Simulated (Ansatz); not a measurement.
# C3H7NSi: basis-set convergence

One table from this session's results is given with a row withheld; the runs are named, their logs left out.

Method: one geometry, several basis sets; program: Ansatz 0.2.0, Gaussian basis.

Plan: PBE0-D4/def2-SVP; ωB97M-V/def2-SVP; PBE0-D4/def2-QZVPP; ωB97M-V/def2-QZVPP; the functionals' def2-TZVPP values are taken from earlier runs.

**Structure used throughout**

An earlier PBE0-D4 in a triple-zeta def2 set relaxation fixed the geometry.

SMILES `C[SiH2]C1=NC1`, 12 atoms, charge 0, spin multiplicity 1.

Atoms are counted from 1 here; the program's logs count them from 0.

Bond lengths: C1–Si2 1.861 Å, C1–H6 1.092 Å, C1–H7 1.092 Å, C1–H8 1.092 Å, Si2–C3 1.863 Å, Si2–H9 1.486 Å, Si2–H10 1.486 Å, C3–N4 1.257 Å, C3–C5 1.461 Å, N4–C5 1.503 Å, C5–H11 1.086 Å, C5–H12 1.086 Å. Angles: Si2–C1–H6 110.5°, Si2–C1–H7 110.8°, Si2–C1–H8 110.5°, H6–C1–H7 108.4°, H6–C1–H8 108.1°, H7–C1–H8 108.4°, C1–Si2–C3 110.0°, C1–Si2–H9 112.4°, C1–Si2–H10 112.4°, C3–Si2–H9 106.6°, C3–Si2–H10 106.6°, H9–Si2–H10 108.5°, Si2–C3–N4 140.1°, Si2–C3–C5 153.3°, N4–C3–C5 66.6°, C3–N4–C5 63.2°, C3–C5–N4 50.2°, C3–C5–H11 120.2° and more.

The first run:

The input, in.yaml:

```yaml
crystal:
  periodic: [false, false, false]
  atoms:
    - {symbol: C, position_ang: [-1.550038, 1.005119, 0.950406]}
    - {symbol: Si, position_ang: [0.196717, 0.938388, 0.311920]}
    - {symbol: C, position_ang: [0.529250, -0.721966, -0.465578]}
    - {symbol: N, position_ang: [-0.052079, -1.812903, -0.694340]}
    - {symbol: C, position_ang: [1.374989, -1.696503, -1.151189]}
    - {symbol: H, position_ang: [-2.261346, 0.849730, 0.136672]}
    - {symbol: H, position_ang: [-1.758161, 1.973904, 1.409938]}
    - {symbol: H, position_ang: [-1.714349, 0.226565, 1.698153]}
    - {symbol: H, position_ang: [0.455149, 1.958402, -0.737794]}
    - {symbol: H, position_ang: [1.201695, 1.109733, 1.393498]}
    - {symbol: H, position_ang: [1.540874, -1.619619, -2.221935]}
    - {symbol: H, position_ang: [2.114299, -2.266249, -0.595553]}
basis:
  gaussian: {orbitals: def2-SVP}
hamiltonian: {xc: pbe0, dispersion: d4}
output: {orbitals: {seedname: orbitals}}
```

Run with:

```console
$ ansatz run in.yaml --threads 4 --pin off --events-out ev --progress --plain --max-ram 10444MiB
```

Among the steps run: PBE0-D4 in def2-SVP; ωB97M-V in def2-SVP; PBE0-D4 in def2-QZVPP; ωB97M-V in def2-QZVPP.

One table of the session follows, with a row left open; its other results are not shown here.

It belongs to the step «Functionals by basis». 

| functional | basis | HOMO (eV) |
| --- | --- | --- |
| PBE0-D4 | def2-SVP | -7.41 |
| PBE0-D4 | def2-TZVPP | -7.48 |
| PBE0-D4 | def2-QZVPP | -7.50 |
| ωB97M-V | def2-SVP | ? |
| ωB97M-V | def2-TZVPP | -9.76 |
| ωB97M-V | def2-QZVPP | -9.77 |

Estimate the missing values for ωB97M-V, def2-SVP.

**Answer.** HOMO (eV): -9.67. In the column «HOMO (eV)» it lies between ωB97M-V, def2-TZVPP (-9.76) and PBE0-D4, def2-QZVPP (-7.50).
